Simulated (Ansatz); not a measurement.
## Molecular dynamics of LiVP2HO8

Input:

```yaml
crystal:
  lattice:
    - [4.874792, 0.0, 0.0]
    - [0.0, 8.012402, 0.0]
    - [-1.941314, 0.0, 7.224727]
  atoms:
    - { symbol: Li, position: [0.8495705, 0.372999, 0.396158] }
    - { symbol: Li, position: [0.1504295, 0.872999, 0.603842] }
    - { symbol: V, position: [0.2589955, 0.49843, 0.764702], spin: 1.5 }
    - { symbol: V, position: [0.7410045, 0.99843, 0.235298], spin: 1.5 }
    - { symbol: H, position: [0.2889885, 0.51145, 0.263761] }
    - { symbol: H, position: [0.7110115, 0.01145, 0.736239] }
    - { symbol: P, position: [0.8833165, 0.347788, 0.018872] }
    - { symbol: P, position: [0.1166835, 0.847788, 0.981128] }
    - { symbol: P, position: [0.3743605, 0.156505, 0.510383] }
    - { symbol: P, position: [0.6256395, 0.656505, 0.489617] }
    - { symbol: O, position: [0.8895295, 0.553307, 0.596132] }
    - { symbol: O, position: [0.7888865, 0.173088, 0.064543] }
    - { symbol: O, position: [0.9238355, 0.83337, 0.114969] }
    - { symbol: O, position: [0.0121025, 0.442633, 0.196303] }
    - { symbol: O, position: [0.1104705, 0.053307, 0.403868] }
    - { symbol: O, position: [0.2713335, 0.326081, 0.563573] }
    - { symbol: O, position: [0.9878975, 0.942633, 0.803697] }
    - { symbol: O, position: [0.0761645, 0.33337, 0.885031] }
    - { symbol: O, position: [0.4126435, 0.676404, 0.609711] }
    - { symbol: O, position: [0.4967785, 0.049326, 0.686617] }
    - { symbol: O, position: [0.2111135, 0.673088, 0.935457] }
    - { symbol: O, position: [0.3906775, 0.943387, 0.097066] }
    - { symbol: O, position: [0.5032215, 0.549326, 0.313383] }
    - { symbol: O, position: [0.5873565, 0.176404, 0.390289] }
    - { symbol: O, position: [0.7286665, 0.826081, 0.436427] }
    - { symbol: O, position: [0.6093225, 0.443387, 0.902934] }
magnetization:
  spin_polarized: true
basis:
  ecutwfc: 420.0
kpoints:
  mp_grid: { grid: [2, 1, 1] }
hamiltonian:
  xc: pbesol
scf:
  occupations: { method: fermi_dirac, width: 0.05 }
  lower_state_search: "off"
md:
  timestep: 0.5
  n_steps: 80
  ensemble: npt_langevin
  temperature: 500.0
  initial_velocities: maxwell_boltzmann
  seed: 661914
  friction: 0.005
  pressure: 0.0
  fix_cell: [shape]
```

Command:

```bash
$ ansatz run input.yaml --threads 1 --pin off --max-ram 3072MiB --backend cpu --events-out ev --progress --plain --runs-dir out
```

It starts from an unrelaxed structure (largest force component 0.54 eV/Å).

Output, in part (step lines):

```
md step     0: t =     0.00 fs  T =   480.8 K  F+E_penalty+E_count = -18156.94978206 eV  E_kin = 1.615750 eV  conserved = -18155.57715193 eV  P_inst = -4.2860 GPa  V = 282.1891 Å³  selection 1  (26 SCF iters)
md step     1: t =     0.50 fs  T =   470.7 K  F+E_penalty+E_count = -18156.94154952 eV  E_kin = 1.582004 eV  conserved = -18155.57707616 eV  P_inst = -4.1143 GPa  V = 282.1720 Å³  selection 1  (10 SCF iters)
md step     2: t =     1.00 fs  T =   461.2 K  F+E_penalty+E_count = -18156.92115801 eV  E_kin = 1.549820 eV  conserved = -18155.57702283 eV  P_inst = -3.9188 GPa  V = 282.1281 Å³  selection 1  (10 SCF iters)
md step     3: t =     1.50 fs  T =   455.3 K  F+E_penalty+E_count = -18156.89014832 eV  E_kin = 1.530138 eV  conserved = -18155.57673970 eV  P_inst = -3.7062 GPa  V = 282.0676 Å³  selection 1  (10 SCF iters)
md step     4: t =     2.00 fs  T =   442.8 K  F+E_penalty+E_count = -18156.85327502 eV  E_kin = 1.488037 eV  conserved = -18155.57640465 eV  P_inst = -3.5049 GPa  V = 281.9891 Å³  selection 1  (10 SCF iters)
md step     5: t =     2.50 fs  T =   428.3 K  F+E_penalty+E_count = -18156.81589697 eV  E_kin = 1.439431 eV  conserved = -18155.57609943 eV  P_inst = -3.3187 GPa  V = 281.8885 Å³  selection 1  (10 SCF iters)
md step     6: t =     3.00 fs  T =   425.5 K  F+E_penalty+E_count = -18156.78167925 eV  E_kin = 1.429846 eV  conserved = -18155.57602337 eV  P_inst = -3.1446 GPa  V = 281.7731 Å³  selection 1  (10 SCF iters)
md step     7: t =     3.50 fs  T =   424.1 K  F+E_penalty+E_count = -18156.75043478 eV  E_kin = 1.425237 eV  conserved = -18155.57605745 eV  P_inst = -3.0027 GPa  V = 281.6563 Å³  selection 1  (10 SCF iters)
[... lines left out ...]
```

The steps, from the saved trajectory:

```csv
time (fs),T (K),potential energy less start (eV),conserved less start (meV/atom),P (GPa),volume (Å³)
0.0,481,0.000,0.00,-4.3,282.2
1.0,461,0.029,0.00,-3.9,282.1
2.0,443,0.097,0.03,-3.5,282.0
3.0,425,0.168,0.04,-3.1,281.8
4.0,418,0.228,0.04,-2.9,281.5
5.0,393,0.280,0.03,-2.7,281.3
6.0,375,0.343,0.03,-2.6,280.9
7.0,347,0.418,0.04,-2.4,280.5
8.0,326,0.491,0.05,-2.2,280.1
9.0,309,0.554,0.05,-1.9,279.7
10.0,288,0.602,0.05,-1.8,279.2
11.0,269,0.636,0.05,-1.6,278.8
12.0,272,0.659,0.05,-1.4,278.3
13.0,256,0.680,0.05,-1.1,277.7
14.0,244,0.700,0.04,-0.8,277.1
15.0,235,0.717,0.04,-0.5,276.5
16.0,201,0.735,0.04,-0.2,275.9
17.0,201,0.753,0.05,0.0,275.2
18.0,204,0.771,0.05,0.3,274.6
19.0,203,0.786,0.05,0.6,274.1
20.0,195,0.800,0.05,0.9,273.5
21.0,192,0.809,0.05,1.2,273.0
22.0,202,0.816,0.05,1.6,272.5
23.0,208,0.827,0.05,1.9,272.0
24.0,212,0.840,0.05,2.3,271.5
25.0,217,0.850,0.05,2.7,271.1
26.0,210,0.856,0.05,3.0,270.7
27.0,225,0.855,0.05,3.3,270.4
28.0,227,0.849,0.04,3.4,270.1
29.0,236,0.843,0.04,3.5,269.8
30.0,235,0.834,0.04,3.6,269.6
31.0,249,0.822,0.04,3.5,269.5
32.0,256,0.810,0.04,3.4,269.5
33.0,255,0.799,0.04,3.2,269.5
34.0,266,0.788,0.04,3.1,269.5
35.0,267,0.779,0.04,2.9,269.6
36.0,279,0.774,0.04,2.7,269.7
37.0,283,0.774,0.04,2.5,269.8
38.0,291,0.784,0.04,2.3,269.9
39.0,274,0.799,0.04,2.0,270.1
40.0,262,0.821,0.04,1.7,270.4
```

The run went to its last step. The conserved energy stayed within 0.052 meV per atom of its start (net change 0.038 meV per atom), so the integration is sound. The mean temperature of the second half is 52 % below the set value. A run of 0.04 ps of so small a system gives no equilibrium averages. No Hubbard correction was used and the magnetic state wasn't searched. Limits of this set-up: coarse k mesh. The cell's volume went from 282 to 270 Å³.

Mean squared displacements from the first frame to the last, about the centre of mass, the cell's change included: Li 0.11 Å², V 0.00 Å², H 0.04 Å², P 0.01 Å², O 0.02 Å².

Last frame:

```xyz
26
Lattice="4.8057 0.0000 0.0000 0.0000 7.8988 0.0000 -1.9138 0.0000 7.1223" Properties=species:S:1:pos:R:3
Li 3.377 3.040 2.807
Li -0.505 6.673 3.965
V -0.272 3.958 5.510
V 3.078 7.913 1.731
H 0.849 3.943 1.862
H 2.249 -0.017 5.351
P 4.207 2.758 0.076
P -1.255 6.783 7.016
P 0.831 1.081 3.699
P 1.997 5.135 3.520
O 3.086 4.444 4.419
O 3.583 1.472 0.533
O 4.212 6.650 0.771
O -0.283 3.552 1.336
O -0.163 0.260 2.778
O 0.160 2.399 4.056
O 3.389 7.540 5.743
O -1.371 2.540 6.177
O 0.682 5.244 4.375
O 1.210 0.219 4.902
O -0.742 5.375 6.682
O 1.684 7.533 0.745
O 1.814 4.259 2.302
O 2.076 1.402 2.785
O 2.643 6.470 3.018
O 1.144 3.554 6.452
```

The run took 15 min on 1 thread of Intel(R) Xeon(R) Platinum 8259CL CPU @ 2.50GHz (Skylake/Cascade Lake), on a shared host, peak memory 0.81 GiB.
